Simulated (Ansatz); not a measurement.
# CH5AlOSi: small, medium and large basis sets

One table from this session's results is given with a row withheld; the runs are named, their logs left out.

Method: one geometry, several basis sets; program: Ansatz 0.2.0, Gaussian basis.

Plan: PBE0-D4/def2-SVP; ωB97M-V/def2-SVP; PBE0-D4/def2-QZVPP; ωB97M-V/def2-QZVPP; the functionals' def2-TZVPP values are taken from earlier runs.

1 further run of the same task is left out (it didn't finish).

### Structure used throughout

An earlier PBE0-D4 in a triple-zeta def2 set relaxation fixed the geometry.

SMILES `O[SiH]1[CH2][AlH]1`, 9 atoms, charge 0, spin multiplicity 1.

Atoms are counted from 1 here; the program's logs count them from 0.

Bond lengths: O1–Si2 1.653 Å, O1–H5 0.958 Å, Si2–C3 1.873 Å, Si2–Al4 2.332 Å, Si2–H6 1.493 Å, C3–Al4 1.971 Å, C3–H7 1.088 Å, C3–H8 1.106 Å, Al4–H9 1.585 Å. Angles: Si2–O1–H5 117.0°, O1–Si2–C3 117.2°, O1–Si2–Al4 134.1°, O1–Si2–H6 110.9°, C3–Si2–Al4 54.6°, C3–Si2–H6 110.3°, Al4–Si2–H6 113.8°, Si2–C3–Al4 74.7°, Si2–C3–H7 123.8°, Si2–C3–H8 109.5°, Al4–C3–H7 137.5°, Al4–C3–H8 97.0°, H7–C3–H8 108.8°, Si2–Al4–C3 50.7°, Si2–Al4–H9 171.6°, C3–Al4–H9 137.6°.

Coordinates:

```xyz
9

O    -0.2957    0.6944   -2.0407
Si    0.0851    0.7395   -0.4329
C     0.6874   -0.8510    0.3505
Al   -0.8164   -0.2524    1.4755
H    -0.9278    1.3418   -2.3569
H     1.0362    1.8523   -0.1415
H     1.7382   -1.1016    0.4827
H     0.1713   -1.7107   -0.1171
H    -1.5899   -0.7587    2.7635
```

Set-up of the first run:

File in.yaml:

```yaml
crystal:
  periodic: [false, false, false]
  atoms:
    - {symbol: O, position_ang: [-0.295680, 0.694420, -2.040651]}
    - {symbol: Si, position_ang: [0.085057, 0.739541, -0.432910]}
    - {symbol: C, position_ang: [0.687407, -0.851047, 0.350464]}
    - {symbol: Al, position_ang: [-0.816351, -0.252362, 1.475525]}
    - {symbol: H, position_ang: [-0.927785, 1.341757, -2.356924]}
    - {symbol: H, position_ang: [1.036194, 1.852269, -0.141540]}
    - {symbol: H, position_ang: [1.738241, -1.101584, 0.482706]}
    - {symbol: H, position_ang: [0.171301, -1.710704, -0.117146]}
    - {symbol: H, position_ang: [-1.589885, -0.758688, 2.763476]}
basis:
  gaussian: {orbitals: def2-SVP}
hamiltonian: {xc: pbe0, dispersion: d4}
output: {orbitals: {seedname: orbitals}}
```

Among the steps run: PBE0-D4 in def2-SVP; ωB97M-V in def2-SVP; PBE0-D4 in def2-QZVPP; ωB97M-V in def2-QZVPP.

One of the session's tables, all rows but one given; the rest of the session is left out.

It belongs to the step «Functionals by basis». 

```
functional       basis  HOMO (eV)  LUMO (eV)
   PBE0-D4    def2-SVP          ?          ?
   PBE0-D4  def2-TZVPP      -5.89      -1.77
   PBE0-D4  def2-QZVPP      -5.91      -1.80
   ωB97M-V    def2-SVP      -7.76       0.02
   ωB97M-V  def2-TZVPP      -7.83      -0.09
   ωB97M-V  def2-QZVPP      -7.85      -0.22
```

**Question.** Estimate the row for PBE0-D4, def2-SVP.

As computed: HOMO (eV): -5.86; LUMO (eV): -1.72. In the column «HOMO (eV)» it is the highest.
